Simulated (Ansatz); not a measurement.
# GaH₅OSSi: one species, many methods

How much do the methods differ for GaH₅OSSi? The plan is to run it at one geometry with functionals of several rungs and with coupled cluster. The yardstick is the atomisation energy at the CCSD(T) limit.

Method: functionals in def2-TZVPP, the program's frozen cores in correlated methods; program: Ansatz 0.2.0, Gaussian basis.

Levels to be run: LDA (SPW92), PBE-D4, revPBE-D4, BLYP-D4, r2SCAN-D4, B97M-V, PBE0-D4, B3LYP-D4, r2SCANh-D4, r2SCAN0-D4, HSE06-D4, BHLYP-D4, CAM-B3LYP-D4, LC-ωPBE, ωB97X-V, ωB97M-V, B2PLYP, PBE-QIDH; CCSD(T)/def2-SVP; CCSD(T)/def2-TZVPP; CCSD(T)/def2-QZVPP; extrapolation to the limit; RPA on PBE.

**1. The geometry**

All runs share one geometry, relaxed beforehand with PBE0-D4 in a triple-zeta def2 set.

SMILES `[SiH3][O][GaH][SH]`, 9 atoms, charge 0, spin multiplicity 1.

Atoms are counted from 1 here; the program's logs count them from 0.

Bond lengths: Si1–O2 1.629 Å, Si1–H5 1.487 Å, Si1–H6 1.495 Å, Si1–H7 1.487 Å, O2–Ga3 1.781 Å, Ga3–S4 2.192 Å, Ga3–H8 1.547 Å, S4–H9 1.345 Å. Angles: O2–Si1–H5 110.1°, O2–Si1–H6 111.2°, O2–Si1–H7 110.1°, H5–Si1–H6 108.1°, H5–Si1–H7 109.2°, H6–Si1–H7 108.1°, Si1–O2–Ga3 139.7°, O2–Ga3–S4 116.7°, O2–Ga3–H8 118.3°, S4–Ga3–H8 125.0°, Ga3–S4–H9 93.3°.

As a file:

```
Si    0.2733    0.8459   -1.2395
O     0.1336   -0.6813   -0.6908
Ga   -0.1981   -1.5556    0.8245
S    -0.5523   -0.3347    2.6104
H    -0.7433    1.1045   -2.2928
H     0.0652    1.8374   -0.1407
H     1.6306    1.0629   -1.8056
H    -0.2161   -3.1024    0.7894
H    -0.3930    0.8234    1.9451
```

**2. LDA**

This LDA is Slater exchange with PW92 correlation.

in.yaml

```yaml
crystal:
  periodic: [false, false, false]
  atoms:
    - {symbol: Si, position_ang: [0.273316, 0.845918, -1.239524]}
    - {symbol: O, position_ang: [0.133650, -0.681264, -0.690754]}
    - {symbol: Ga, position_ang: [-0.198095, -1.555634, 0.824541]}
    - {symbol: S, position_ang: [-0.552281, -0.334737, 2.610402]}
    - {symbol: H, position_ang: [-0.743257, 1.104466, -2.292817]}
    - {symbol: H, position_ang: [0.065178, 1.837402, -0.140695]}
    - {symbol: H, position_ang: [1.630576, 1.062859, -1.805624]}
    - {symbol: H, position_ang: [-0.216102, -3.102434, 0.789404]}
    - {symbol: H, position_ang: [-0.392986, 0.823413, 1.945056]}
basis:
  gaussian: {orbitals: def2-TZVPP}
hamiltonian: {xc: lda}
output: {orbitals: {seedname: orbitals}}
```

Launch:

```console
$ ansatz run in.yaml --threads 2 --pin off --events-out ev --progress --plain --max-ram 32768MiB --backend cpu
```

After this run come: PBE-D4 (GGA); revPBE-D4 (GGA); BLYP-D4 (GGA); r2SCAN-D4 (meta-GGA); B97M-V (meta-GGA); PBE0-D4 (hybrid); B3LYP-D4 (hybrid); r2SCANh-D4 (hybrid); r2SCAN0-D4 (hybrid); HSE06-D4 (hybrid); BHLYP-D4 (hybrid); CAM-B3LYP-D4 (range-separated); LC-ωPBE (range-separated); ωB97X-V (range-separated); ωB97M-V (range-separated); B2PLYP (double hybrid); PBE-QIDH (double hybrid); CCSD(T) in def2-SVP; CCSD(T) in def2-TZVPP; CCSD(T) in def2-QZVPP; RPA on PBE orbitals.

**Question.** What will the summary of the whole plan be? Wanted: atomisation energy, CCSD(T)/CBS; farthest beyond LDA; mean size of error, GGA; mean size of error, meta-GGA; mean size of error, hybrid; mean size of error, range-separated; mean size of error, double hybrid; gap, smallest and largest; T1 diagnostic.

The runs gave:

| quantity | value |
| --- | --- |
| atomisation energy, CCSD(T)/CBS | 2781.3 kJ/mol |
| functionals within 27.8 kJ/mol (1.0 %) | r2SCAN-D4, B97M-V, r2SCANh-D4, CAM-B3LYP-D4, ωB97X-V, ωB97M-V |
| farthest beyond LDA | revPBE-D4 (-98.6 kJ/mol) |
| mean size of error, GGA | 66.9 kJ/mol |
| mean size of error, meta-GGA | 6.7 kJ/mol |
| mean size of error, hybrid | 57.9 kJ/mol |
| mean size of error, range-separated | 24.6 kJ/mol |
| mean size of error, double hybrid | 55.8 kJ/mol |
| gap, smallest and largest | 4.66 eV (LDA (SPW92)), 11.56 eV (LC-ωPBE) |
| T1 diagnostic | 0.0135 |
| triples share of the correlation energy | 3.8 % |

**Reading.** The LDA atomisation energy is off by 329.0 kJ/mol (12 %): it overbinds. PBE-D4 is off by -37.9 kJ/mol. Double hybrids carry the basis error of their MP2 part in triple zeta, and no dispersion term here, so their miss is partly the set-up's. The rungs meta-GGA, range-separated miss on average by less than the doubt on the reference (27.8 kJ/mol), so they tie. Misses under about 27.8 kJ/mol are within the doubt on the reference itself, which lacks core-valence correlation, relativity and higher excitations, and its outer-core shells are covered unevenly. Hartree-Fock recovers 73 % of the binding; the rest is correlation. CCSD(T) in def2-SVP is off by -214.1 kJ/mol, so the small basis spoils what the method gains. The gap grows from 4.7 to 11.6 eV across the functionals, mostly with the share of exact exchange. Correlated methods include outer-core shells of Ga, which these sets cover unevenly.
